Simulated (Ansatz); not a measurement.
Runs of Ansatz 0.2.0 on BiTe. Symmetry: R-3m, No. 166, trigonal system. Conventional cell: a = 4.845 Å, b = 4.845 Å, c = 9.952 Å, α = 90.00°, β = 90.00°, γ = 120.00°. Around Bi (site symmetry -3m) lie 6 Te at 3.25 Å. Te (site symmetry -3m) is surrounded by 6 Bi at 3.25 Å. The cell comes from a database or a generator and needn't be the stable form of this composition.

```tsv
task	level	spin	cell	k mesh	cutoff (eV)	points for each segment of the path	gap on the mesh (eV)	pressure (GPa)	relaxed volume (Å³/atom)
relaxation of cell and atoms	HSE03	off	relaxed	4 × 4 × 4	420	-	none	0.0	(c)
single point	r2SCAN0	off	as given	4 × 4 × 4	500	-	none	-2.1	-
single point	r2SCANh	off	as given	4 × 4 × 4	500	-	none	-1.3	-
single point	r2SCAN50	off	as given	4 × 4 × 4	500	-	none	(a)	-
relaxation of cell and atoms	HF	off	relaxed	4 × 4 × 4	420	-	none	0.0	35.03
single point	HSE06	SOC, no magnetisation	as given	3 × 3 × 3	420	-	none	0.1	-
band structure	HSE06	off	as given	4 × 4 × 4	420	4	none	-1.8	-
band structure	HSEsol	off	as given	4 × 4 × 4	420	4	none	(b)	-
```

Alike in all rows: potentials or basis Ansatz PAW; smearing fermi-dirac 0.05 eV; the mesh is coarse, so values aren't converged.

Question: Fill in the values left out.

Answer: (a) -3.4; (b) -3.3; (c) 32.74.

Caveats: all runs use coarse meshes; the PAW data sets come from PBE, with cores solved anew for the run's functional, which leaves a small shift of forces and pressure; spin-orbit coupling is left out, which moves the levels of the heavy elements (some runs); the thresholds are loose for stress (some runs); the plane-wave basis is chosen anew once the cell has moved, so the energies of steps on either side of that aren't comparable (some runs).

A k mesh can miss the band edges, and rows without SOC leave out spin-orbit coupling on Bi, Te.

A gap of «none» marks a metal or a gap under the smearing width.
